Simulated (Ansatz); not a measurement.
# Cl2GeH4O: the cost of one run

All numbers below are computed with Ansatz 0.2.0 (RKS BHLYP/def2-SVP).

### 1 The structure to begin with

Bond lengths: Ge1–O2 2.120 Å, O2–H3 1.010 Å, Ge1–H4 1.550 Å, Ge1–H5 1.549 Å, Ge1–Cl6 2.218 Å, Ge1–Cl7 2.520 Å. Angles: Ge1–O2–H3 109.5°, O2–Ge1–H4 109.5°, O2–Ge1–H5 109.5°, O2–Ge1–Cl6 109.5°, O2–Ge1–Cl7 71.6°, H4–Ge1–H5 109.5°, H4–Ge1–Cl6 109.5°, H4–Ge1–Cl7 75.8°, H5–Ge1–Cl6 109.5°, H5–Ge1–Cl7 173.4°, Cl6–Ge1–Cl7 64.4°.

Coordinates:

```xyz
8

Ge    0.0000    0.0000    0.0000
O     0.0000    0.0000    2.1200
H    -0.9095   -0.2814    2.4571
H     1.4616    0.0000   -0.5162
H    -0.7300    1.2648   -0.5162
Cl   -1.0456   -1.8115   -0.7393
Cl    0.9377   -2.1999    0.7946
H     0.4943   -1.1596    1.9346
```

### 2 A restrained relaxation towards end A

Springs on the bonds that form and break draw the guess towards this end; the thresholds are loose.

File input.yaml:

```yaml
crystal:
  periodic: [false, false, false]
  atoms:
    - { symbol: Ge, position_ang: [0.0, 0.0, 0.0] }
    - { symbol: O, position_ang: [0.0, 0.0, 2.12] }
    - { symbol: H, position_ang: [-0.9095, -0.2814, 2.4571] }
    - { symbol: H, position_ang: [1.4616, 0.0, -0.5162] }
    - { symbol: H, position_ang: [-0.73, 1.2648, -0.5162] }
    - { symbol: Cl, position_ang: [-1.0456, -1.8115, -0.7393] }
    - { symbol: Cl, position_ang: [0.9377, -2.1999, 0.7946] }
    - { symbol: H, position_ang: [0.4943, -1.1596, 1.9346] }
basis:
  gaussian: { orbitals: def2-SVP }
hamiltonian:
  xc: { name: BHLYP }
relax:
  f_tol: 0.15
  max_steps: 25
  restrain:
    - { distance: [0, 6], at: 3.42, k: 30.0 }
    - { distance: [7, 1], at: 2.21, k: 30.0 }
    - { distance: [0, 1], at: 1.77, k: 30.0 }
    - { distance: [7, 6], at: 1.37, k: 30.0 }
```

The run is started by

```
$ ansatz run input.yaml --threads 2 --pin off --max-ram 3072MiB --backend cpu --events-out ev --progress --plain --runs-dir out
```

**Question.** How long does this run take on 2 threads of Arm Neoverse V1, shared host, and how much memory does it need?

About 45 s, with a peak of 0.24 GiB.
